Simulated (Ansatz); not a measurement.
**GeH4 (built from SMILES [GeH2].[H][H]): search for a transition state**

Aim: find the saddle point of a insertion of a carbenoid that is to form Ge1–H2, Ge1–H3 and break H2–H3, prove it by its vibrations, and relax downhill on both sides to see what it joins.

Computed with Ansatz 0.2.0, Gaussian basis. Level: PBE0-D4, def2-SVP first, then def2-TZVP.

153 further runs of the same task are left out: 1 that didn't finish, 152 set aside as unsound or not needed.

## 1. The starting structure

The guess: 5 atoms, charge 0, spin multiplicity 1.

Atoms are counted from 1 here; the program's logs count them from 0.

Bond lengths: Ge1–H2 1.828 Å, Ge1–H3 1.930 Å, Ge1–H4 1.825 Å, Ge1–H5 1.623 Å. Angles: H2–Ge1–H3 36.5°, H2–Ge1–H4 72.8°, H2–Ge1–H5 83.8°, H3–Ge1–H4 36.5°, H3–Ge1–H5 80.1°, H4–Ge1–H5 83.9°.

As a file:

```
Ge   -0.2497   -0.4654    0.9318
H     0.7260   -0.7965   -0.5783
H    -0.0967   -0.0332   -0.9425
H    -1.0564    0.4311   -0.4374
H     0.6767    0.8640    1.0264
```

Distances that are to change: Ge1–H2 1.83 Å, Ge1–H3 1.93 Å, H2–H3 1.18 Å.

## 2. Constrained relaxation of the guess

hold/in.yaml

```yaml
crystal:
  periodic: [false, false, false]
  atoms:
    - {symbol: Ge, position_ang: [-0.249700, -0.465400, 0.931800]}
    - {symbol: H, position_ang: [0.726000, -0.796500, -0.578300]}
    - {symbol: H, position_ang: [-0.096700, -0.033200, -0.942500]}
    - {symbol: H, position_ang: [-1.056400, 0.431100, -0.437400]}
    - {symbol: H, position_ang: [0.676700, 0.864000, 1.026400]}
basis:
  gaussian: {orbitals: def2-SVP}
hamiltonian: {xc: pbe0, dispersion: d4}
relax: {f_tol: 0.04, max_steps: 150, escape_saddle: false, constraints: [{distance: [0, 1]}, {distance: [0, 2]}, {distance: [1, 2]}]}
```

Started as:

```console
$ ansatz run in.yaml --threads 2 --pin off --events-out ev --progress --plain --max-ram 4352MiB
```

After this run come: Force constants to start from; Saddle search in the small basis; Saddle search in triple zeta; Checking the order of the point; Relaxing after a step of 0.30 Å one way along the mode; Relaxing after a step of 0.30 Å the other way along the mode.

**Question.** What will these runs give? Wanted: imaginary mode; barrier from the start side; barrier from the end side; energy of the step; pairs that change; zero-point energy at the saddle.

As calculated:

| quantity | value |
| --- | --- |
| imaginary mode | 1350i cm⁻¹ |
| barrier from the start side | 42.0 kJ/mol |
| barrier from the end side | 42.0 kJ/mol |
| energy of the step | 0.0 kJ/mol |
| pairs that change | Ge1–H2 formed, H3–H4 formed, Ge1–H4 broken, H2–H3 broken |
| zero-point energy at the saddle | 0.700 eV |

In words: The point has a single imaginary mode (1350i cm⁻¹), as a transition state must. The two relaxations don't end on the planned structures: the search found another step. At PBE0-D4/def2-TZVP the electronic barrier is 42.0 kJ/mol, about 17 kT at 298 K, and the step runs 0.0 kJ/mol uphill. With so stiff a mode tunnelling counts: Wigner's rough correction is a factor of 2.8 at 298 K. A step off the saddle overshot and began above it in energy, so the link to its end is likely but not proven. The ends are the nearest minima, not always the lowest complexes.
